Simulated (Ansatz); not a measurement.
# CH7NOSi (SMILES CO[SiH2]N) at B2PLYP/cc-pVDZ

What is the energy change on altering one bond length of CH7NOSi at B2PLYP/cc-pVDZ? 

Program for the calculation: Ansatz 0.2.0.

123 further runs of the same task are left out: 123 set aside as unsound or not needed.

**1. The system as given**

CH7NOSi has 11 atoms, charge 0, and is taken as a singlet. SMILES: `CO[SiH2]N`. The coordinates come from a PBE0-D4/def2-TZVP relaxation. This is one conformer, not always the lowest.

Bond lengths: C1–O2 1.407 Å, O2–Si3 1.648 Å, Si3–N4 1.701 Å, C1–H5 1.097 Å, C1–H6 1.091 Å, C1–H7 1.097 Å, Si3–H8 1.488 Å, Si3–H9 1.488 Å, N4–H10 1.007 Å, N4–H11 1.007 Å. Some angles: C1–O2–Si3 122.1°, O2–Si3–N4 112.5°, O2–C1–H5 111.7°, O2–C1–H6 108.5°, O2–C1–H7 111.7°, O2–Si3–H8 108.4°, O2–Si3–H9 108.6°, N4–Si3–H8 108.4°, N4–Si3–H9 108.2°, Si3–N4–H10 120.7°.

**2. The energy at B2PLYP/cc-pVDZ**

Contents of job.yaml:

```yaml
crystal:
  periodic: [false, false, false]
  atoms:
    - {symbol: C, position_ang: [-0.655300, 1.711900, 0.500200]}
    - {symbol: O, position_ang: [-0.610600, 0.508700, -0.227100]}
    - {symbol: Si, position_ang: [0.533800, -0.642700, 0.054300]}
    - {symbol: N, position_ang: [0.344700, -2.006900, -0.943700]}
    - {symbol: H, position_ang: [0.258400, 2.302900, 0.362300]}
    - {symbol: H, position_ang: [-1.501500, 2.301200, 0.142400]}
    - {symbol: H, position_ang: [-0.790700, 1.531800, 1.573800]}
    - {symbol: H, position_ang: [0.421900, -1.079900, 1.472300]}
    - {symbol: H, position_ang: [1.874600, -0.055000, -0.212100]}
    - {symbol: H, position_ang: [-0.403400, -2.661100, -0.783300]}
    - {symbol: H, position_ang: [0.593600, -1.968000, -1.918400]}
basis:
  gaussian:
    orbitals: cc-pVDZ
output: {orbitals: {seedname: orbitals}}
hamiltonian:
  xc: {name: B2PLYP}
accuracy: high
correlation:
  frozen_orbitals: {C: 1, H: 0, "N": 1, O: 1, Si: 5}
```

Command:

```sh
$ ansatz run job.yaml --threads 1 --pin off --max-ram 3480MiB --events-out events.jsonl --progress --plain --runs-dir runs
```

Log:

```text
Warning: RAYON_NUM_THREADS=1 ignored (pool sized by the plan → 1); use --threads N
Functional definition: B2PLYP
  name "B2PLYP"
  parameter a = 0.53
  parameter c = 0.27
  exchange = (1 - a)*b88_x + a*exact_x
  correlation = (1 - c)*lyp_c + c*(mp2_os + mp2_ss)
2294 factors; integrals over basis functions are off by at most 6.4e-9 eV
mean field evaluation 1: about -12547.8553 eV, gradient 5.2e1 eV
mean field evaluation 2: about -12548.3173 eV, gradient 5.2e1 eV
mean field evaluation 4: about -12553.4276 eV, gradient 4.3e0 eV
mean field evaluation 8: about -12553.4784 eV, gradient 4.8e-1 eV
mean field evaluation 16: about -12553.4789 eV, gradient 3.4e-5 eV
mean field -12553.47892565 eV, -461.3318414639 hartree, gradient 8.8e-8 eV, S^2 0.000000; 0 other end points of the search recorded, 0 dependent functions left out
8 core orbitals not correlated: weight in the atoms' cores, before any rotation towards them, 1.000 or more for the frozen orbitals, at most 0.000 for the correlated occupied ones
reference -12553.47895297 eV, -461.3318424680 hartree; 13, 13 occupied and 74, 74 virtual orbitals, 2294 factors
second order -19.89434167 eV of doubles, -0.00000000 eV of singles
Total energy: -12558.85042522 eV, -461.5292404323 hartree
```

Wall time 13 s (1 thread of Arm Neoverse V2, shared host); peak memory 0.34 GiB.

**3. The distorted shape, same level**

Contents of molecule.yaml:

```yaml
crystal:
  periodic: [false, false, false]
  atoms:
    - {symbol: C, position_ang: [-0.779751, 1.692450, 0.987555]}
    - {symbol: O, position_ang: [-0.735051, 0.489250, 0.260255]}
    - {symbol: Si, position_ang: [0.409349, -0.662150, 0.541655]}
    - {symbol: "N", position_ang: [0.220249, -2.026350, -0.456345]}
    - {symbol: H, position_ang: [0.133949, 2.283450, 0.849655]}
    - {symbol: H, position_ang: [-1.625951, 2.281750, 0.629755]}
    - {symbol: H, position_ang: [-0.915151, 1.512350, 2.061155]}
    - {symbol: H, position_ang: [0.297449, -1.099350, 1.959655]}
    - {symbol: H, position_ang: [1.750149, -0.074450, 0.275255]}
    - {symbol: H, position_ang: [-0.527851, -2.680550, -0.295945]}
    - {symbol: H, position_ang: [0.593600, -1.968000, -1.918400]}
basis:
  gaussian: {orbitals: cc-pVDZ}
accuracy: high
output: {orbitals: {seedname: orbitals}}
correlation: {frozen_orbitals: {C: 1, H: 0, "N": 1, O: 1, Si: 5}}
hamiltonian: {xc: {name: B2PLYP}}
```

Command:

```sh
$ ansatz run molecule.yaml --threads 1 --pin off --max-ram 3480MiB --events-out events.jsonl --progress --plain --runs-dir runs
```

Log, shortened:

```text
Warning: RAYON_NUM_THREADS=1 ignored (pool sized by the plan → 1); use --threads N
[... 2 set-up lines as earlier in the session ...]
[...]
2302 factors; integrals over basis functions are off by at most 6.2e-9 eV
[...]
mean field -12551.00136646 eV, -461.2407928430 hartree, gradient 5.4e-8 eV, S^2 0.000000; 0 other end points of the search recorded, 0 dependent functions left out
8 core orbitals not correlated: weight in the atoms' cores, before any rotation towards them, 1.000 or more for the frozen orbitals, at most 0.000 for the correlated occupied ones
reference -12551.00139551 eV, -461.2407939105 hartree; 13, 13 occupied and 74, 74 virtual orbitals, 2302 factors
second order -20.50051152 eV of doubles, -0.00000000 eV of singles
Total energy: -12556.53653362 eV, -461.4442064842 hartree
```

Wall time 15 s (1 thread of Arm Neoverse V2, shared host); peak memory 0.34 GiB.

**4. Results**

Level: B2PLYP/cc-pVDZ, 8 core orbitals frozen.

| quantity | value |
| --- | --- |
| first shape: total energy | -461.52924 Eh |
| first shape: HOMO energy (SCF part's orbitals) | -8.87 eV |
| first shape: LUMO energy (SCF part's orbitals) | 2.65 eV |
| first shape: HOMO–LUMO gap (SCF part's orbitals) | 11.52 eV |
| distorted shape: total energy | -461.44421 Eh |
| distorted shape: HOMO energy (SCF part's orbitals) | -8.74 eV |
| distorted shape: LUMO energy (SCF part's orbitals) | 0.23 eV |
| distorted shape: HOMO–LUMO gap (SCF part's orbitals) | 8.97 eV |
| energy change with the N4–H11 bond stretched from 1.007 to 1.510 Å | 2.314 eV |

**Reading.** With the N4–H11 bond stretched from 1.007 to 1.510 Å the energy rises by 2.31 eV (53 kcal/mol). The first shape isn't relaxed at this level, so the change isn't measured from a minimum.
